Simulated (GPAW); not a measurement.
**PBE-TS/real-space grid (scalar-relativistic datasets) run of CH2AlFO (SMILES [F][Al]1[CH2][O]1)**

We compute a geometry optimisation of CH2AlFO. The job is set up through an ASE script.

Program for the calculation: GPAW 26.7.0.

2 further runs of the same task are left out: 2 set aside as unsound or not needed.

### Step 1. The structure to begin with

The species is CH2AlFO (6 atoms), meant as a singlet with charge 0. SMILES: `[F][Al]1[CH2][O]1`. Geometry: a GFN2-xTB relaxation, a rough one for these elements and not checked as a minimum. The run starts from this shape.

Bond lengths: F1–Al2 1.642 Å, Al2–C3 1.893 Å, Al2–O4 1.671 Å, C3–H5 1.084 Å, C3–H6 1.083 Å. Angles: F1–Al2–C3 163.1°, F1–Al2–O4 144.8°, C3–Al2–O4 52.2°, Al2–C3–H5 124.0°, Al2–C3–H6 124.3°, H5–C3–H6 111.7°. A long bond or contact: C3–O4 1.580 Å.

### Step 2. A geometry optimisation at PBE-TS/real-space grid (scalar-relativistic datasets)

Contents of relax.py:

```python
import numpy as np
from ase import Atoms
from ase.calculators.vdwcorrection import vdWTkatchenko09prl
from ase.io import write
from ase.optimize import FIRE2
from ase.units import Bohr
from gpaw import GPAW
from gpaw.analyse.hirshfeld import HirshfeldPartitioning
from gpaw.analyse.vdwradii import vdWradii
from gpaw.mpi import world
from gpaw.utilities.adjust_cell import adjust_cell

positions_bohr = np.array(
              [[ -0.731570,  -4.890347,   1.256838],
               [ -0.448942,  -1.930809,   0.371067],
               [  0.696194,   1.439367,   0.011263],
               [ -1.669554,   0.346425,  -1.445508],
               [  2.081590,   2.035953,  -1.373340],
               [  0.072263,   2.999411,   1.179680]])
mol = Atoms(["F", "Al", "C", "O", "H", "H"], positions=positions_bohr * Bohr)
adjust_cell(mol, 4.5, h=0.22)

calc = GPAW(mode="fd",
            h=0.22,
            xc="PBE",
            maxiter=100,
            poissonsolver={"name": "fast"},
            legacy_gpaw=True,
            txt="gs.txt")
mol.calc = vdWTkatchenko09prl(HirshfeldPartitioning(calc), vdWradii(mol.get_chemical_symbols(), "PBE", world=world))

opt = FIRE2(mol, trajectory="gs.traj")
converged = opt.run(fmax=0.02, steps=100)
print("Converged:", converged)
print(f"Final energy: {mol.get_potential_energy():.5f} eV")
print(f"r(H5-C2): {mol.get_distance(5, 2):.4f} Ang")
print(f"r(O3-C2)                {mol.get_distance(3, 2):.4f} Ang")
write("relaxed.xyz", mol)
```

Started as:

```bash
$ python relax.py > relax.log
```

The program printed:

```text
Step     Time          Energy          fmax
FIRE2:    0 hh:mm:ss      -31.294680        1.340840
FIRE2:    1 hh:mm:ss      -31.334946        1.413726
FIRE2:    2 hh:mm:ss      -31.391129        1.173285
FIRE2:    3 hh:mm:ss      -31.433785        0.907297
FIRE2:    4 hh:mm:ss      -31.456942        0.679822
FIRE2:    5 hh:mm:ss      -31.459035        0.871464
FIRE2:    6 hh:mm:ss      -31.465083        0.706076
FIRE2:    7 hh:mm:ss      -31.470149        0.614809
FIRE2:    8 hh:mm:ss      -31.476144        0.488660
FIRE2:    9 hh:mm:ss      -31.481775        0.344246
FIRE2:   10 hh:mm:ss      -31.486277        0.332119
FIRE2:   11 hh:mm:ss      -31.490159        0.310482
FIRE2:   12 hh:mm:ss      -31.493893        0.222218
FIRE2:   13 hh:mm:ss      -31.497373        0.225712
FIRE2:   14 hh:mm:ss      -31.500696        0.189051
FIRE2:   15 hh:mm:ss      -31.503922        0.139641
FIRE2:   16 hh:mm:ss      -31.506879        0.137915
FIRE2:   17 hh:mm:ss      -31.509441        0.139452
FIRE2:   18 hh:mm:ss      -31.511796        0.133377
FIRE2:   19 hh:mm:ss      -31.514072        0.118415
FIRE2:   20 hh:mm:ss      -31.516089        0.103347
FIRE2:   21 hh:mm:ss      -31.517783        0.103161
FIRE2:   22 hh:mm:ss      -31.519154        0.071849
FIRE2:   23 hh:mm:ss      -31.520151        0.070549
FIRE2:   24 hh:mm:ss      -31.520845        0.065787
FIRE2:   25 hh:mm:ss      -31.521357        0.044369
FIRE2:   26 hh:mm:ss      -31.521777        0.036490
FIRE2:   27 hh:mm:ss      -31.522069        0.038152
FIRE2:   28 hh:mm:ss      -31.522243        0.024504
FIRE2:   29 hh:mm:ss      -31.522270        0.058654
FIRE2:   30 hh:mm:ss      -31.522292        0.034774
FIRE2:   31 hh:mm:ss      -31.522299        0.028692
FIRE2:   32 hh:mm:ss      -31.522308        0.023164
FIRE2:   33 hh:mm:ss      -31.522318        0.021934
FIRE2:   34 hh:mm:ss      -31.522325        0.020683
FIRE2:   35 hh:mm:ss      -31.522332        0.019337
Converged: True
Final energy: -31.52233 eV
r(H5-C2): 1.0978 Ang
r(O3-C2)                1.5402 Ang
```

gs.txt (excerpt; [...] marks lines left out):

```text
[...]
    cutoffs:
[...]
  Total Charge: 0.000000
[...]
Number of atoms: 6
[...]
Number of bands in calculation: 18
Number of valence electrons: 22
[...]
iter:   1 hh:mm:ss   -31.509814   -5.65
[...]
iter:   5 hh:mm:ss   -31.509814c  -7.56c -5.29c
Converged after 5 iterations.
Dipole moment: (0.293860, -0.028504, 0.207812) |e|*Ang
Energy contributions relative to reference atoms: (reference = -12410.964791)
Kinetic:        +36.077225
Potential:      -38.190170
External:        +0.000000
XC:             -30.909786
Entropy (-ST):   +0.000000
Local:           +1.512917
SIC:             +0.000000
--------------------------
Free energy:    -31.509814
Extrapolated:   -31.509814
 Band  Eigenvalues  Occupancy
    0    -29.14636    2.00000
    1    -23.85532    2.00000
    2    -15.73532    2.00000
    3    -11.70883    2.00000
    4    -10.73844    2.00000
    5    -10.30755    2.00000
    6    -10.27483    2.00000
    7    -10.17333    2.00000
    8     -9.22759    2.00000
    9     -6.59745    2.00000
   10     -5.79621    2.00000
   11     -2.78535    0.00000
   12     -1.33609    0.00000
   13     -0.43219    0.00000
[...]
Fermi level: -4.29078
Gap: 3.011 eV
Transition (v -> c):
[...]
Forces:                                      1.538     1.538   0.4% |
Hamiltonian:                                12.710     0.002   0.0% |
 Atomic:                                     2.600     0.021   0.0% |
  XC Correction:                             2.579     2.579   0.7% |
 Calculate atomic Hamiltonians:              0.039     0.039   0.0% |
 Communicate:                                0.000     0.000   0.0% |
 Hartree integrate/restrict:                 0.233     0.233   0.1% |
 Initialize Hamiltonian:                     0.000     0.000   0.0% |
 Poisson:                                    3.178     0.075   0.0% |
  Communicate from 1D:                       0.337     0.337   0.1% |
  Communicate from 2D:                       0.336     0.336   0.1% |
  Communicate to 1D:                         0.343     0.343   0.1% |
  Communicate to 2D:                         0.337     0.337   0.1% |
  FFT 1D:                                    0.544     0.544   0.2% |
  FFT 2D:                                    1.205     1.205   0.3% |
[...]
  projections:                               0.067     0.067   0.0% |
  rotate_psi_s:                              0.296     0.296   0.1% |
Set symmetry:                                0.001     0.001   0.0% |
Other:                                       3.165     3.165   0.9% |
-------------------------------------------------------------------
Total:                                               355.830 100.0%
```

Wall time 5.9 min (1 thread of Arm Neoverse V1, shared host); peak memory 0.51 GiB.

The path in brief:

```csv
step,energy from the first frame kept (eV),largest force (eV/Å)
0,0.0000,1.3408
2,-0.0964,1.1733
4,-0.1623,0.6798
6,-0.1704,0.7061
8,-0.1815,0.4887
10,-0.1916,0.3321
12,-0.1992,0.2222
14,-0.2060,0.1891
16,-0.2122,0.1379
18,-0.2171,0.1334
20,-0.2214,0.1033
22,-0.2245,0.0718
24,-0.2262,0.0658
26,-0.2271,0.0365
28,-0.2276,0.0245
30,-0.2276,0.0348
32,-0.2276,0.0232
34,-0.2276,0.0207
35,-0.2277,0.0193
```

After the run. Bond lengths: F1–Al2 1.671 Å, Al2–C3 1.893 Å, Al2–O4 1.720 Å, C3–H5 1.098 Å, C3–H6 1.098 Å. Angles: F1–Al2–C3 169.0°, F1–Al2–O4 140.8°, C3–Al2–O4 50.2°, Al2–C3–H5 124.2°, Al2–C3–H6 123.2°, H5–C3–H6 111.2°. A long bond or contact: C3–O4 1.540 Å.

### Step 3. Outcome

Level: PBE-TS/real-space grid (scalar-relativistic datasets).

| quantity | value |
| --- | --- |
| energy as printed (from the program's reference atoms) | -31.5223 eV |
| dipole moment | 1.73 D |
| HOMO energy | -5.80 eV |
| LUMO energy | -2.79 eV |
| HOMO–LUMO gap | 3.01 eV |
| dispersion energy | -1.21 kJ/mol |

**Reading.** At the final geometry: Bond lengths: F1–Al2 1.671 Å, Al2–C3 1.893 Å, Al2–O4 1.720 Å, C3–H5 1.098 Å, C3–H6 1.098 Å. Angles: F1–Al2–C3 169.0°, F1–Al2–O4 140.8°, C3–Al2–O4 50.2°, Al2–C3–H5 124.2°, Al2–C3–H6 123.2°, H5–C3–H6 111.2°. A long bond or contact: C3–O4 1.540 Å. The optimisation took 35 steps and changed the energy by -0.228 eV.
